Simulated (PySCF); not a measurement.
# C3H7Cl2Ga (GaCl2(nPr)): the cost of one run

Programs: PySCF 2.14.0, with density-fitted response routines of our own. Each step states its level of theory. These are calculated values for one molecule in the gas phase, unless marked as measured. Atoms count from 0, in the outputs and in this text.

### 1 The starting structure

13 atoms, charge 0, multiplicity 1; geometry from: GFN2-xTB. The atoms were then displaced at random by about 0.03 Å, so the start is not that level's minimum.

Bonds of the start (Å): Ga0–Cl1 2.03, Ga0–Cl2 2.23, Ga0–C3 1.97, C3–C4 1.58, C3–H6 1.16, C3–H7 1.06, C4–C5 1.50, C4–H8 1.05, C4–H9 1.08, C5–H10 1.12, C5–H11 1.06, C5–H12 1.03.

### 2 Optimising the geometry at PBE0-D3(BJ)/def2-SVP

What the job is given:

```
{"job": {"xc": "PBE0", "basis": "def2-SVP", "d3": "d3bj", "grid": 1, "maxiter": 40, "shake": 0.03, "kind": "geom"}, "charge": 0, "multiplicity": 1}
Ga     1.215580     1.872400     0.789760
Cl     3.242190     2.025220     0.776290
Cl     0.116930     3.806740     0.685260
C      0.223210     0.165770     0.759610
C     -0.199950    -0.311280    -0.691220
C     -0.969910    -1.595890    -0.659260
H     -0.775450     0.285940     1.336700
H      0.783140    -0.576620     1.262110
H      0.734390    -0.398130    -1.165260
H     -0.797520     0.467190    -1.136190
H     -1.927590    -1.510210    -0.093820
H     -1.154480    -1.925890    -1.649690
H     -0.459900    -2.357370    -0.192070
```

On the command line:

```
$ OMP_NUM_THREADS=1 python probes_run.py task.json out
```

The driver reads the jobs from task.json and runs them one after another.

Q: Estimate the wall time and peak memory of this first job on 1 thread of AMD EPYC, shared host.

About 6.1 min, with a peak of 0.54 GiB.
